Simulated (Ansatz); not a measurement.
# ReTe3: the cost of one run

Computed with Ansatz 0.2.0 (DFT PBE, scalar-relativistic, plane waves, PAW, unless a step's input says otherwise).

## 1. The starting structure

Symmetry: Cmmm, No. 65, orthorhombic system. The conventional cell has a = 6.844 Å, b = 9.324 Å, c = 3.362 Å, α = 90.00°, β = 90.00°, γ = 90.00°. Re (site symmetry mmm) is surrounded by 10 Te at 3.34 to 3.42 Å and 2 Re at 3.36 Å. Te (site symmetry mmm) is surrounded by 10 Te at 3.34 to 3.36 Å and 2 Re at 3.42 Å. Te (site symmetry 2/m) has 4 Re at 3.34 Å and 8 Te at 3.34 to 3.42 Å in its first shell of neighbours.

As a file:

```
CELL_PARAMETERS angstrom
3.42223 -4.66186 0.00000
3.42223 4.66186 0.00000
0.00000 0.00000 3.36171
ATOMIC_POSITIONS crystal
Re 0.00000 0.00000 0.00000
Te 0.50000 0.50000 0.00000
Te 0.00000 0.50000 0.50000
Te 0.50000 0.00000 0.50000
```

The cell is invented: species swapped into a database cell of CdPt3 (Cmmm, No. 65), with Re on the Cd sites and Te on the Pt sites. Lengths come from tabulated atomic sizes and are only a guess.

## 2. The guess as it stands, on a coarse mesh

File input.yaml:

```yaml
crystal:
  lattice:
    - [3.42223471, -4.6618642, 0.0]
    - [3.42223471, 4.6618642, 0.0]
    - [0.0, 0.0, 3.36171224]
  atoms:
    - { symbol: Re, position: [0.0, 0.0, 0.0] }
    - { symbol: Te, position: [0.5, 0.5, 0.0] }
    - { symbol: Te, position: [0.0, 0.5, 0.5] }
    - { symbol: Te, position: [0.5, 0.0, 0.5] }
basis:
  ecutwfc: 420
kpoints:
  mp_grid: { grid: [4, 4, 6] }
hamiltonian:
  xc: pbe
scf:
  occupations: { method: gaussian, width: 0.1 }
  lower_state_search: "off"
output:
  forces: true
  stress: true
  eigenvalues: true
```

The run is started by

```bash
> ansatz run input.yaml --threads 1 --pin off --max-ram 2560MiB --backend cpu --events-out ev --progress --plain --runs-dir out
```

**Question.** How long does this run take on 1 thread of AMD EPYC 9R14 (Zen 4), shared host, and how much memory does it need?

About 2.6 s, with a peak of 0.47 GiB.
